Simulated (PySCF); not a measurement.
**[Eu(H2O)3]2+: other functionals and bases at one geometry**

One table from this session's results is given with a row withheld; the runs are named, their logs left out.

Method: several levels, as the steps say, no spin–orbit coupling; program: PySCF 2.14.0.

1 further run of the same task is left out (for a known fault of the program).

### The starting structure

10 atoms, charge 2, spin multiplicity 1.

Bond lengths: Eu1–O2 2.489 Å, Eu1–O5 2.489 Å, Eu1–O8 2.489 Å, O2–H3 0.973 Å, O2–H4 0.973 Å, O5–H6 0.973 Å, O5–H7 0.973 Å, O8–H9 0.973 Å, O8–H10 0.973 Å. Angles: O2–Eu1–O5 120.0°, O2–Eu1–O8 120.0°, O5–Eu1–O8 120.0°, Eu1–O2–H3 128.2°, Eu1–O2–H4 128.2°, H3–O2–H4 103.6°, Eu1–O5–H6 128.2°, Eu1–O5–H7 128.2°, H6–O5–H7 103.6°, Eu1–O8–H9 128.2°, Eu1–O8–H10 128.2°, H9–O8–H10 103.6°.

Geometry (Å):

```
Eu    0.0000    0.0000    0.0000
O     2.4889    0.0000    0.0000
H     3.0907    0.6099    0.4608
H     3.0907   -0.6099   -0.4608
O    -1.2445    2.1555    0.0000
H    -2.0736    2.3717    0.4608
H    -1.0172    2.9816   -0.4608
O    -1.2445   -2.1555    0.0000
H    -1.0171   -2.9816    0.4608
H    -2.0736   -2.3717   -0.4608
```

Formal oxidation states: Eu +2. Each metal's 7 4f electrons lie in its core potential, so multiplicities, spins and levels count the valence alone. An earlier session relaxed this geometry at PBE0, Eu lcecp-0-SVP with ECP53, O def2-SVP, H def2-SVP (singlet, point group D3).

At PBE0 on the finer grid: E = -257.794738 Eh, frontier levels not given, since the 4f levels lie in the core, Mulliken charge on Eu1 +1.43 e, largest force component 0.008 eV/Å. 

Levels to run: HF; wB97X; PBE0, TZVP. Hardware: 2 threads of Arm Neoverse N1, shared host.

Set-up of the first run:

File run.py (the lines that set the calculation):

```python
mol = gto.M(atom='''
Eu     0.00000     0.00000     0.00000
O      2.48892     0.00002     0.00000
H      3.09071     0.60995     0.46079
H      3.09072    -0.60991    -0.46079
O     -1.24448     2.15546     0.00000
H     -2.07359     2.37166     0.46079
H     -1.01716     2.98160    -0.46079
O     -1.24445    -2.15548     0.00000
H     -1.01712    -2.98161     0.46079
H     -2.07356    -2.37169    -0.46079''',
    basis={'Eu': 'lcecp-0-SVP', 'O': 'def2-SVP', 'H': 'def2-SVP'},
    ecp={'Eu': 'lcecp-0-SVP'},
    charge=2, spin=0)
mf = scf.RHF(mol)
mf = mf.density_fit()  # fitting sets: Eu AutoAux, O def2-universal-JKFIT, H def2-universal-JKFIT
mf.conv_tol = 1e-08; mf.max_cycle = 55
mf.kernel(dm0)  # dm0: the density of the relaxed state
```

Launch:

```sh
$ OMP_NUM_THREADS=2 python run.py
```

Steps of the session up to this table: HF; wB97X; PBE0, TZVP.

One of the session's tables, all rows but one given; the rest of the session is left out.

```
              level  charge on Eu1 (e)  largest force component (eV/Å)
PBE0 (relaxed here)               1.43                            0.01
                 HF               1.61                            1.46
              wB97X               1.44                            0.05
         PBE0, TZVP                  ?                               ?
```

Estimate the missing values for PBE0, TZVP.

As computed: charge on Eu1 (e): 1.68; largest force component (eV/Å): 0.39. In the column «charge on Eu1 (e)» it is the highest.

The largest leftover force, 1.46 eV/Å with HF, stands at a geometry relaxed at another level. With 4f in the core, its levels are missing from HOMO and gap, and its count is fixed, so no charge can pass from the ligands into it. Total energies of different levels can't be compared.
